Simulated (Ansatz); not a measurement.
**H5N2PSi: a ladder of functionals and wavefunction methods**

One table from this session's results is given with a row withheld; the runs are named, their logs left out.

Method: functionals in def2-TZVPP, the program's frozen cores in correlated methods; program: Ansatz 0.2.0, Gaussian basis.

Plan: LDA (SPW92), PBE-D4, revPBE-D4, BLYP-D4, r2SCAN-D4, B97M-V, PBE0-D4, B3LYP-D4, r2SCANh-D4, r2SCAN0-D4, HSE06-D4, BHLYP-D4, CAM-B3LYP-D4, LC-ωPBE, ωB97X-V, ωB97M-V, B2PLYP, PBE-QIDH; CCSD(T)/def2-SVP; CCSD(T)/def2-TZVPP; MP2/def2-QZVPP; extrapolation to the limit; RPA on PBE.

### Structure used throughout

All runs share one geometry, relaxed beforehand with PBE0-D4 in a triple-zeta def2 set.

SMILES `N[SiH]1NP1`, 9 atoms, charge 0, spin multiplicity 1.

Atoms are counted from 1 here; the program's logs count them from 0.

Bond lengths: N1–Si2 1.697 Å, N1–H5 1.007 Å, N1–H6 1.006 Å, Si2–N3 1.687 Å, Si2–P4 2.197 Å, Si2–H7 1.480 Å, N3–P4 1.790 Å, N3–H8 1.005 Å, P4–H9 1.432 Å. Angles: Si2–N1–H5 121.7°, Si2–N1–H6 120.6°, H5–N1–H6 112.6°, N1–Si2–N3 117.4°, N1–Si2–P4 130.1°, N1–Si2–H7 107.2°, N3–Si2–P4 52.9°, N3–Si2–H7 121.8°, P4–Si2–H7 118.3°, Si2–N3–P4 78.3°, Si2–N3–H8 140.4°, P4–N3–H8 122.9°, Si2–P4–N3 48.8°, Si2–P4–H9 98.3°, N3–P4–H9 98.1°.

The first run:

The input, in.yaml:

```yaml
crystal:
  periodic: [false, false, false]
  atoms:
    - {symbol: N, position_ang: [-1.033729, 1.196321, -0.268664]}
    - {symbol: Si, position_ang: [0.384649, 0.409982, 0.231951]}
    - {symbol: N, position_ang: [0.884569, -0.931524, -0.660535]}
    - {symbol: P, position_ang: [0.680605, -1.636998, 0.972227]}
    - {symbol: H, position_ang: [-1.834586, 0.683046, -0.597900]}
    - {symbol: H, position_ang: [-1.279963, 2.096819, 0.107191]}
    - {symbol: H, position_ang: [1.335405, 1.457814, 0.665370]}
    - {symbol: H, position_ang: [1.615498, -1.214306, -1.289281]}
    - {symbol: H, position_ang: [-0.663950, -2.107355, 0.822540]}
basis:
  gaussian: {orbitals: def2-TZVPP}
hamiltonian: {xc: lda}
output: {orbitals: {seedname: orbitals}}
```

Started as:

```bash
ansatz run in.yaml --threads 2 --pin off --events-out ev --progress --plain --max-ram 4352MiB
```

Among the steps run: LDA; PBE-D4 (GGA); revPBE-D4 (GGA); BLYP-D4 (GGA); r2SCAN-D4 (meta-GGA); B97M-V (meta-GGA); PBE0-D4 (hybrid); B3LYP-D4 (hybrid); r2SCANh-D4 (hybrid); r2SCAN0-D4 (hybrid); HSE06-D4 (hybrid); BHLYP-D4 (hybrid); CAM-B3LYP-D4 (range-separated); LC-ωPBE (range-separated); ωB97X-V (range-separated); ωB97M-V (range-separated); B2PLYP (double hybrid); PBE-QIDH (double hybrid).

One of the session's tables, all rows but one given; the rest of the session is left out.

It belongs to the step «Frontier levels by functional». 

```
  functional  HOMO (eV)  gap (eV)
 LDA (SPW92)      -5.44      4.28
      PBE-D4      -5.34      4.34
   revPBE-D4      -5.30      4.38
     BLYP-D4      -5.19      4.31
   r2SCAN-D4      -5.57      4.84
      B97M-V      -5.66      4.86
     PBE0-D4      -6.47      6.38
    B3LYP-D4      -6.26      5.93
  r2SCANh-D4      -5.99      5.58
  r2SCAN0-D4      -6.62      6.68
    HSE06-D4      -6.08      5.61
    BHLYP-D4      -7.47      8.30
CAM-B3LYP-D4          ?         ?
     LC-ωPBE      -9.05     11.18
     ωB97X-V      -8.72     10.71
     ωB97M-V      -8.54     10.28
```

Q: Estimate the row for CAM-B3LYP-D4 from the others.

The run gave: HOMO (eV): -7.73; gap (eV): 8.68. In the column «HOMO (eV)» it lies between ωB97M-V (-8.54) and BHLYP-D4 (-7.47).
